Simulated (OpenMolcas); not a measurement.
# GaF (SMILES [F][Ga]): levels of theory compared

We compute a comparison of 6 runs (HF/def2-TZVPPD, BHLYP/def2-TZVPPD, PBE/def2-TZVPPD, SVWN5/def2-TZVPPD, revPBE/def2-TZVPPD, MP2/def2-TZVPPD) of GaF. 

Program for the calculation: OpenMolcas 26.06.

### Step 1. The system as given

The species is GaF (2 atoms), meant as a singlet with charge 0. As SMILES, `[F][Ga]`. The F1–Ga2 distance was set to 3.930 Å, away from the relaxed value.

### Step 2. A single-point energy at HF/def2-TZVPPD (run 1)

Contents of test.input:

```
* FGa Hartree-Fock
&GATEWAY
BasLib=$CurrDir
BasisSet
F.def2-TZVPPD....
F1 0.000000 0.000000 -2.137550 angstrom
End of Basis
BasisSet
Ga.def2-TZVPPD....
Ga2 0.000000 0.000000 1.792850 angstrom
End of Basis
&SEWARD
&SCF
Thresholds=1e-10 1e-07 1e-07 1e-05
PrOrbitals=1 1
```

The basis set def2-TZVPPD is read from a file made from the Basis Set Exchange's data (not shown).

Started as:

```console
$ export MOLCAS_MEM=1860
$ pymolcas test.input > test.log
```

The program printed:

```text
--- Start Module: gateway ---
[...]
--- Stop Module: gateway /rc=_RC_ALL_IS_WELL_ ---
--- Start Module: seward ---
[...]
      Basis functions           94
--- Stop Module: seward /rc=_RC_ALL_IS_WELL_ ---
[...]
--- Start Module: scf ---
[...]
       Convergence after  14 Iterations
[...]
::    Total SCF energy                              -2022.6167899208
[...]
      Total spin, S                                     0.0000000000
[...]
      Total electronic charge=   40.000000
      Total            charge=   -0.000000
[...]
      Dipole Moment (debye):
      Origin of the operator (angstrom)=    0.0000    0.0000    0.9436
                   X=  3.0076E-16               Y= -3.5188E-15               Z=  1.7081E+01           Total=  1.7081E+01
      Quadrupole Moment (debye*angstrom):
[...]
--- Stop Module: scf /rc=_RC_ALL_IS_WELL_ ---
[...]
```

It took 5.4 s on 1 thread of Arm Neoverse V1, shared host; peak memory 0.52 GiB.

### Step 3. The energy at BHLYP/def2-TZVPPD (run 2)

Contents of geom.xyz:

```xyz
2

F      0.000000     0.000000    -2.137550
Ga     0.000000     0.000000     1.792850
```

Contents of run.input:

```
&gateway
baslib=$CurrDir
coord=geom.xyz
basis=def2-TZVPPD
group=NoSym
&seward
gridinput
Grid=UltraFine
End of Grid
&scf
ksdft=HYB_GGA_XC_BHANDHLYP
thresholds=1e-10 1e-07 1e-07 1e-05
prorbitals=0
```

The basis set def2-TZVPPD is read from a file made from the Basis Set Exchange's data (not shown).

Started as:

```console
$ export MOLCAS_MEM=1860
$ pymolcas run.input > run.log
```

The program printed:

```text
--- Start Module: gateway ---
[...]
--- Stop Module: gateway /rc=_RC_ALL_IS_WELL_ ---
--- Start Module: seward ---
[...]
      Basis functions           94
--- Stop Module: seward /rc=_RC_ALL_IS_WELL_ ---
[...]
--- Start Module: scf ---
[...]
       Convergence after  14 Iterations
[...]
::    Total KS-DFT energy                           -2024.5677375648
[...]
      Total spin, S                                     0.0000000000
[...]
      Total electronic charge=   40.000000
      Total            charge=   -0.000000
[...]
      Dipole Moment (debye):
      Origin of the operator (angstrom)=    0.0000    0.0000    0.9436
                   X= -2.7675E-16               Y= -3.1303E-15               Z=  1.5540E+01           Total=  1.5540E+01
      Quadrupole Moment (debye*angstrom):
[...]
--- Stop Module: scf /rc=_RC_ALL_IS_WELL_ ---
[...]
```

Run time: 11 s. Hardware: 1 thread of Arm Neoverse V1, shared host; peak memory 0.52 GiB.

Run 3 isn't shown in full; the table further down has it.

### Step 4. The energy at SVWN5/def2-TZVPPD (run 4)

Contents of mol.xyz:

```xyz
2

F      0.000000     0.000000    -2.137550
Ga     0.000000     0.000000     1.792850
```

Contents of run.inp:

```
&gateway
 baslib
 $CurrDir
 coord
 mol.xyz
 basis
 def2-TZVPPD
 group
 NoSym

&seward
 gridinput
 Grid=UltraFine
 End of Grid

&scf
 ksdft
 SVWN5
 thresholds
 1e-10 1e-07 1e-07 1e-05
 prorbitals
 1 1
```

The basis set def2-TZVPPD is read from a file made from the Basis Set Exchange's data (not shown).

Started as:

```console
$ export MOLCAS_MEM=1860
$ pymolcas run.inp > run.log
```

The program printed:

```text
--- Start Module: gateway ---
[...]
--- Stop Module: gateway /rc=_RC_ALL_IS_WELL_ ---
--- Start Module: seward ---
[...]
      Basis functions           94
--- Stop Module: seward /rc=_RC_ALL_IS_WELL_ ---
[...]
--- Start Module: scf ---
[...]
       Convergence after  35 Iterations
[...]
::    Total KS-DFT energy                           -2020.9898769255
[...]
      Total spin, S                                     0.0000000000
[...]
      Total electronic charge=   40.000000
      Total            charge=   -0.000000
[...]
      Dipole Moment (debye):
      Origin of the operator (angstrom)=    0.0000    0.0000    0.9436
                   X= -7.2011E-14               Y=  7.6941E-14               Z=  1.1674E+01           Total=  1.1674E+01
      Quadrupole Moment (debye*angstrom):
[...]
--- Stop Module: scf /rc=_RC_ALL_IS_WELL_ ---
[...]
```

Wall time 17 s (1 thread of Arm Neoverse V1, shared host); peak memory 0.52 GiB.

Run 5 isn't shown in full; the table further down has it.

### Step 5. A single-point energy at MP2/def2-TZVPPD (run 6)

Contents of input.xyz:

```xyz
2

F      0.000000     0.000000    -2.137550
Ga     0.000000     0.000000     1.792850
```

Contents of test.input:

```
>>> EXPORT MOLCAS_PRINT=2
&GATEWAY
BasLib = $CurrDir
Coord = input.xyz
Basis = def2-TZVPPD
Group = NoSym
&SEWARD
&SCF
Thresholds = 1e-10 1e-07 1e-07 1e-05
PrOrbitals = 1 1
&MBPT2
Frozen = 10
```

The basis set def2-TZVPPD is read from a file made from the Basis Set Exchange's data (not shown).

Started as:

```console
$ export MOLCAS_MEM=1860
$ pymolcas test.input > test.log
```

The program printed:

```text
--- Start Module: gateway ---
[...]
--- Stop Module: gateway /rc=_RC_ALL_IS_WELL_ ---
[...]
      Basis functions           94
[...]
--- Start Module: scf ---
[...]
       Convergence after  14 Iterations
[...]
::    Total SCF energy                              -2022.6167899208
[...]
      Total spin, S                                     0.0000000000
[...]
      Total electronic charge=   40.000000
      Total            charge=   -0.000000
[...]
      Dipole Moment (debye):
      Origin of the operator (angstrom)=    0.0000    0.0000    0.9436
                   X=  3.0076E-16               Y= -3.5188E-15               Z=  1.7081E+01           Total=  1.7081E+01
      Quadrupole Moment (debye*angstrom):
[...]
--- Stop Module: scf /rc=_RC_ALL_IS_WELL_ ---
[...]
--- Start Module: mbpt2 ---
[...]
WARNING!
Default frozen orbitals as non valence orbitals is overwritten by user input.
Default values:  15
[...]
       Reference weight ( Cref**2 )         =        0.89807
::    Total MBPT2 energy                            -2023.0738502372
[...]
      Total MBPT2 calculations                           0.16      0.20
--- Stop Module: mbpt2 /rc=_RC_ALL_IS_WELL_ ---
[...]
```

Wall time 5.4 s (1 thread of Arm Neoverse V1, shared host); peak memory 0.52 GiB.

### Step 6. All runs side by side

```csv
run,level,integration grid,frozen core orbitals,energy (Eh),dipole moment (D) of the reference,HOMO energy (eV),LUMO energy (eV),wall time
1,HF/def2-TZVPPD,–,–,-2022.616790,17.08,-8.87,-1.74,5.4 s
2,BHLYP/def2-TZVPPD,UltraFine,–,-2024.567738,15.54,-6.51,-3.51,11 s
3,PBE/def2-TZVPPD,UltraFine,–,-2024.269711,11.64,-4.69,-4.40,32 s
4,SVWN5/def2-TZVPPD,UltraFine,–,-2020.989877,11.67,-4.89,-4.60,17 s
5,revPBE/def2-TZVPPD,UltraFine,–,-2024.487143,11.62,-4.61,-4.33,21 s
6,MP2/def2-TZVPPD,–,10,-2023.073850,17.08,-8.87,-1.74,5.4 s
```

### Step 7. Summary of results

| quantity | value |
| --- | --- |
| run 6: total energy | -2023.07385 Eh |
| run 6: dipole moment (mean-field density) | 17.08 D |
| run 6: HOMO energy (Hartree–Fock orbitals) | -8.87 eV |
| run 6: LUMO energy (Hartree–Fock orbitals) | -1.74 eV |
| run 6: HOMO–LUMO gap (Hartree–Fock orbitals) | 7.13 eV |
| run 6: correlation energy (10 core orbitals frozen) | -457.1 mEh |

In words: Over runs 1, 2, 3, 4, 5 the dipole moment (its size) runs from 11.62 D (revPBE/def2-TZVPPD) to 17.08 D (HF/def2-TZVPPD). Over runs 1, 2, 3, 4, 5 the HOMO–LUMO gap runs from 0.29 eV (revPBE/def2-TZVPPD) to 7.13 eV (HF/def2-TZVPPD). Exact exchange widens orbital gaps. Totals of different functionals can't be ranked against each other. All runs together took 91 s, the longest 32 s.
